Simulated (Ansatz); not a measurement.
# Ca3Mg (Fm-3m): supercell folding check

A script is to give a supercell folding check; the system is Ca3Mg (Fm-3m).

Program: the Python package of Ansatz 0.2.0. Level of theory: DFT PBEsol, plane waves, PAW. These are calculated values, not measurements.

**1. Starting point**

Symmetry: Fm-3m, No. 225, cubic system. Conventional cell: a = 8.320 Å, b = 8.320 Å, c = 8.320 Å, α = 90.00°, β = 90.00°, γ = 90.00°. Around Ca (site symmetry m-3m) lie 8 Ca at 3.60 Å. Ca (site symmetry -43m) has 4 Ca at 3.60 Å and 4 Mg at 3.60 Å as nearest neighbours. Around Mg (site symmetry m-3m) lie 8 Ca at 3.60 Å.

No structure file is read: the coordinates are typed or built in the script.

**2. The script**

Input file fold.py:

```python
"""A supercell of Ca3Mg must give the energy of the small cell."""

import ansatz as az
from ase import Atoms


def main() -> None:
    atoms = Atoms(
        ["Ca", "Ca", "Ca", "Mg"],
        scaled_positions=[
            (0.5, 0.5, 0.5),
            (0.25, 0.25, 0.25),
            (0.75, 0.75, 0.75),
            (0.0, 0.0, 0.0),
        ],
        cell=[
            (0.0, 4.159925, 4.159925),
            (4.159925, 0.0, 4.159925),
            (4.159925, 4.159925, 0.0),
        ],
        pbc=True,
    )
    cell = az.Crystal.from_ase(atoms)

    # the mesh shrinks as the cell grows, so that all cells sample the same points
    mesh = (4, 4, 4)
    rows = []
    for repeats in [(1, 1, 1), (1, 2, 1), (2, 2, 1)]:
        calculation = (
            cell.supercell(*repeats).calculation()
            .occupations("fermi_dirac", width=0.1)
            .basis(31 * az.Ry)
            .functional(az.Functional.PBESOL)
            .kpoints(*(k // n for k, n in zip(mesh, repeats)))
        )
        rep = calculation.run(threads=1).report
        n = len(rep["lattice"]["sites"])
        rows.append((repeats, n, rep["free_energy_ev"] / n, rep["fermi_energy_ev"], rep["n_kpoints"], rep["n_symmetry_ops"]))
    print("       repeats           atoms       F/atom eV  Fermi level eV        k-points  symmetry operations")
    for row in rows:
        print(f"{str(row[0]):>14s}  {row[1]:14d}  {row[2]:14.5f}  {row[3]:14.4f}  {row[4]:14d}  {row[5]:19d}")


if __name__ == "__main__":
    main()
```

**3. The calls as engine input**

The package turns the script's settings into the engine's input (first run):

```yaml
crystal:
  lattice:
    - [0.0, 4.159925, 4.159925]
    - [4.159925, 0.0, 4.159925]
    - [4.159925, 4.159925, 0.0]
  atoms:
    - { symbol: Ca, position: [0.5, 0.5, 0.5] }
    - { symbol: Ca, position: [0.25, 0.25, 0.25] }
    - { symbol: Ca, position: [0.75, 0.75, 0.75] }
    - { symbol: Mg, position: [0.0, 0.0, 0.0] }
basis:
  ecutwfc: 421.77648681281397
kpoints:
  mp_grid:
    grid: [4, 4, 4]
hamiltonian:
  xc: pbesol
scf:
  occupations:
    method: fermi_dirac
    width: 0.1
```

**4. Launch**

Started as:

```sh
python fold.py
```

The log of the run:

```text
       repeats           atoms       F/atom eV  Fermi level eV        k-points  symmetry operations
     (1, 1, 1)               4     -1823.30921          5.1272               8                   48
     (1, 2, 1)               8     -1823.30921          5.1272               8                   24
     (2, 2, 1)              16     -1823.30921          5.1272               8                   32
```

It took 41 s on 1 thread of Arm Neoverse V1, shared host; peak memory 0.87 GiB.

**5. What changed from run to run**

The engine's inputs for the other runs:

Run 2, against run 1:

```diff
@@ -10,0 +11 @@
+  supercell: [1, 2, 1]
@@ -15 +16 @@
-    grid: [4, 4, 4]
+    grid: [4, 2, 4]
```

Run 3, against run 1:

```diff
@@ -10,0 +11 @@
+  supercell: [2, 2, 1]
@@ -15 +16 @@
-    grid: [4, 4, 4]
+    grid: [2, 2, 4]
```

**6. What the script built**

Run 3 starts from these 16 atoms:

```xyz
16
Lattice="0.000 8.320 8.320 8.320 0.000 8.320 4.160 4.160 0.000" Properties=species:S:1:pos:R:3 pbc="T T T"
Ca    4.160    4.160    4.160
Ca    2.080    2.080    2.080
Ca    6.240    6.240    6.240
Mg    0.000    0.000    0.000
Ca    8.320    4.160    8.320
Ca    6.240    2.080    6.240
Ca   10.400    6.240   10.400
Mg    4.160    0.000    4.160
Ca    4.160    8.320    8.320
Ca    2.080    6.240    6.240
Ca    6.240   10.400   10.400
Mg    0.000    4.160    4.160
Ca    8.320    8.320   12.480
Ca    6.240    6.240   10.400
Ca   10.400   10.400   14.560
Mg    4.160    4.160    8.320
```

Lines on the test bed's own set-up are left out of the output.

**7. The engine's runs**

One row for each of the 3 runs:

```
run            system     k mesh  energy from run 3 (meV/atom)  SCF cycles  CPU time (s)
  1   Ca3Mg (4 atoms)  [4, 4, 4]                          0.00           6           1.5
  2   Ca3Mg (8 atoms)  [4, 2, 4]                          0.00           6           5.9
  3  Ca3Mg (16 atoms)  [2, 2, 4]                          0.00           7            33
```

Energies are free energies F = E - TS of the smeared occupations. 

**8. Results**

| quantity | value |
| --- | --- |
| runs compared | 3 |
| largest difference per atom | 0.000 meV |

Cells and meshes that sample the same points give the same energy per atom. In CPU time, run 3 (Ca3Mg (16 atoms)) cost about 20 times as much as run 1 (Ca3Mg (4 atoms)). The mesh is modest for a metal, so energies can be off by several to tens of meV an atom and pressures by half a GPa or more; differences at equal mesh fare better. This cell is a computed structure, which may not be the phase found in nature. The count of operations in a supercell holds its pure translations too, and an uneven repeat can lower the point group.
